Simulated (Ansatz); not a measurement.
# AlB3O6: the cost of one run

The runs shown are made with Ansatz 0.2.0. PAW datasets, plane waves. All values are calculated for a non-magnetic cell, which may be hypothetical.

## Step 1: Starting point

The cell was relaxed beforehand with r2SCAN.

Space group Cm (No. 8), monoclinic; conventional cell a = 16.041 Å, b = 2.526 Å, c = 4.771 Å, β = 95.0°, 9.63 Å³ an atom. Near Al stand 5 O at 1.74–1.80 Å; near B stand 3 O at 1.43–1.48 Å; near B stand 4 O at 1.41–1.54 Å; near B stand 3 O at 1.28–1.47 Å; near O stand 2 B at 1.47 Å.

Structure file:

Space group Cm (No. 8). a = 16.041 Å, b = 2.526 Å, c = 4.771 Å, α = 90.00°, β = 95.00°, γ = 90.00°
```csv
atom,site,symmetry,x,y,z
Al,2a,m,0.1690,0.5000,0.6054
B,2a,m,0.4593,0.0000,0.2248
B,2a,m,0.0946,0.0000,0.0893
B,2a,m,0.3465,0.5000,0.8406
O,2a,m,0.3858,0.0000,0.9378
O,2a,m,0.0395,0.5000,0.0937
O,2a,m,0.1506,0.0000,0.3384
O,2a,m,0.2773,0.5000,0.6841
O,2a,m,0.4450,0.5000,0.3521
O,2a,m,0.1325,0.0000,0.8336
```

## Step 2: PBE band path

input.yaml reads:

```yaml
crystal:
  lattice:
    - [7.8918861986, -1.263149805, 1.4316427962]
    - [7.8918861986, 1.263149805, 1.4316427962]
    - [-0.4396083331, 0.0, 4.7510185322]
  atoms:
    - { symbol: Al, position: [0.6689839964, 0.6689839964, 0.3945875275] }
    - { symbol: B, position: [0.4592859744, 0.4592859744, 0.7752065996] }
    - { symbol: B, position: [0.0946308954, 0.0946308954, 0.9106810805] }
    - { symbol: B, position: [0.8464787222, 0.8464787222, 0.1593893301] }
    - { symbol: O, position: [0.3857790935, 0.3857790935, 0.0621633601] }
    - { symbol: O, position: [0.5394589284, 0.5394589284, 0.906270895] }
    - { symbol: O, position: [0.1506475311, 0.1506475311, 0.6615586153] }
    - { symbol: O, position: [0.7772677652, 0.7772677652, 0.315878238] }
    - { symbol: O, position: [0.9449526704, 0.9449526704, 0.6478722958] }
    - { symbol: O, position: [0.132514423, 0.132514423, 0.166392058] }
kpoints:
  mp_grid: { grid: [10, 10, 6] }
  band_path:
    path:
      - [[0.0, 0.0, 0.0], [0.2562478689195, -0.2562478689195, 2.307339241211e-18]]
      - [[-0.2562478689195, -0.7437521310805, -7.539418516858e-18], [-0.5, -0.5, -1.195685557445e-17], [0.0, 0.0, 0.0], [-0.5, -0.5, -0.5], [-0.2544187326612, -0.7455812673388, -0.5]]
      - [[0.2544187326612, -0.2544187326612, -0.5], [7.479929079694e-18, 7.479929079694e-18, -0.5], [0.0, 0.0, 0.0]]
      - [[2.711016084403e-17, -0.5, -0.5], [0.0, 0.0, 0.0], [1.832314301927e-17, -0.5, -1.560990729635e-18]]
    npoints: 10
hamiltonian:
  xc: pbe
scf:
  occupations: { method: fermi_dirac, width: 0.02 }
  n_extra_bands: 6
output:
  forces: true
  stress: true
  eigenvalues: true
```

Launch:

```bash
ansatz run input.yaml --threads 4 --pin off --max-ram 6451MiB --backend cpu --events-out ev --progress --plain --runs-dir out
```

**Question.** How long does this run take on 4 threads of Intel Xeon Platinum 8375C at 2.90GHz (Ice Lake), shared host, and how much memory does it need?

About 12 s, with a peak of 0.7 GiB.
